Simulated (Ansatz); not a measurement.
# Cl3F3OSi2: one species, many methods

An exercise on one series of results from a longer session: the logs are not shown, and one member is left open.

Program: Ansatz 0.2.0, Gaussian basis. Level of theory: functionals in def2-TZVPP, the program's frozen cores in correlated methods. These are calculated values, not measurements.

The runs, in order: LDA (SPW92), PBE-D4, revPBE-D4, BLYP-D4, r2SCAN-D4, B97M-V, PBE0-D4, B3LYP-D4, r2SCANh-D4, r2SCAN0-D4, HSE06-D4, BHLYP-D4, CAM-B3LYP-D4, LC-ωPBE, ωB97X-V, ωB97M-V, B2PLYP, PBE-QIDH; CCSD(T)/def2-SVP; CCSD(T)/def2-TZVPP; MP2/def2-QZVPP; extrapolation to the limit; RPA on PBE.

### The geometry

All runs share one geometry, relaxed beforehand with PBE0-D4 in a triple-zeta def2 set.

SMILES `F[Si](F)(F)O[Si](Cl)(Cl)Cl`, 9 atoms, charge 0, spin multiplicity 1.

Atoms are counted from 1 here; the program's logs count them from 0.

Bond lengths: F1–Si2 1.566 Å, Si2–F3 1.566 Å, Si2–F4 1.564 Å, Si2–O5 1.598 Å, O5–Si6 1.613 Å, Si6–Cl7 2.019 Å, Si6–Cl8 2.020 Å, Si6–Cl9 2.016 Å. Angles: F1–Si2–F3 108.6°, F1–Si2–F4 108.8°, F1–Si2–O5 110.6°, F3–Si2–F4 108.8°, F3–Si2–O5 110.7°, F4–Si2–O5 109.3°, Si2–O5–Si6 154.9°, O5–Si6–Cl7 109.3°, O5–Si6–Cl8 109.4°, O5–Si6–Cl9 108.2°, Cl7–Si6–Cl8 109.8°, Cl7–Si6–Cl9 110.1°, Cl8–Si6–Cl9 110.1°.

The first run:

File in.yaml:

```yaml
crystal:
  periodic: [false, false, false]
  atoms:
    - {symbol: F, position_ang: [-2.324100, 0.039080, 0.993178]}
    - {symbol: Si, position_ang: [-0.882375, 0.616832, 1.189710]}
    - {symbol: F, position_ang: [-0.231581, -0.076865, 2.434001]}
    - {symbol: F, position_ang: [-0.988652, 2.152785, 1.465525]}
    - {symbol: O, position_ang: [0.001845, 0.376129, -0.119619]}
    - {symbol: Si, position_ang: [0.847867, -0.510011, -1.168665]}
    - {symbol: Cl, position_ang: [2.589429, -1.071153, -0.315047]}
    - {symbol: Cl, position_ang: [-0.221439, -2.146242, -1.680139]}
    - {symbol: Cl, position_ang: [1.209006, 0.619444, -2.798942]}
basis:
  gaussian: {orbitals: def2-TZVPP}
hamiltonian: {xc: lda}
output: {orbitals: {seedname: orbitals}}
```

Among the steps run: LDA; PBE-D4 (GGA); revPBE-D4 (GGA); BLYP-D4 (GGA); r2SCAN-D4 (meta-GGA); B97M-V (meta-GGA); PBE0-D4 (hybrid); B3LYP-D4 (hybrid); r2SCANh-D4 (hybrid); r2SCAN0-D4 (hybrid); HSE06-D4 (hybrid); BHLYP-D4 (hybrid); CAM-B3LYP-D4 (range-separated); LC-ωPBE-D4 (range-separated; the results give it without D4); ωB97X-V (range-separated); ωB97M-V (range-separated); B2PLYP (double hybrid); PBE-QIDH (double hybrid).

One of the session's tables, all rows but one given; the rest of the session is left out.

It belongs to the step «Orbital energies across the functionals». 

| functional | HOMO (eV) | gap (eV) |
| --- | --- | --- |
| LDA (SPW92) | -8.33 | 6.69 |
| PBE-D4 | -8.18 | 6.84 |
| revPBE-D4 | ? | ? |
| BLYP-D4 | -8.00 | 6.77 |
| r2SCAN-D4 | -8.57 | 7.65 |
| B97M-V | -8.67 | 7.81 |
| PBE0-D4 | -9.63 | 9.32 |
| B3LYP-D4 | -9.32 | 8.74 |
| r2SCANh-D4 | -9.10 | 8.52 |
| r2SCAN0-D4 | -9.88 | 9.83 |
| HSE06-D4 | -9.22 | 8.53 |
| BHLYP-D4 | -10.90 | 11.70 |
| CAM-B3LYP-D4 | -10.98 | 11.79 |
| LC-ωPBE | -12.45 | 14.58 |
| ωB97X-V | -12.05 | 14.04 |
| ωB97M-V | -11.86 | 13.59 |

Estimate the missing values for revPBE-D4.

The run gave: HOMO (eV): -8.12; gap (eV): 6.91. In the column «HOMO (eV)» it lies between PBE-D4 (-8.18) and BLYP-D4 (-8.00).
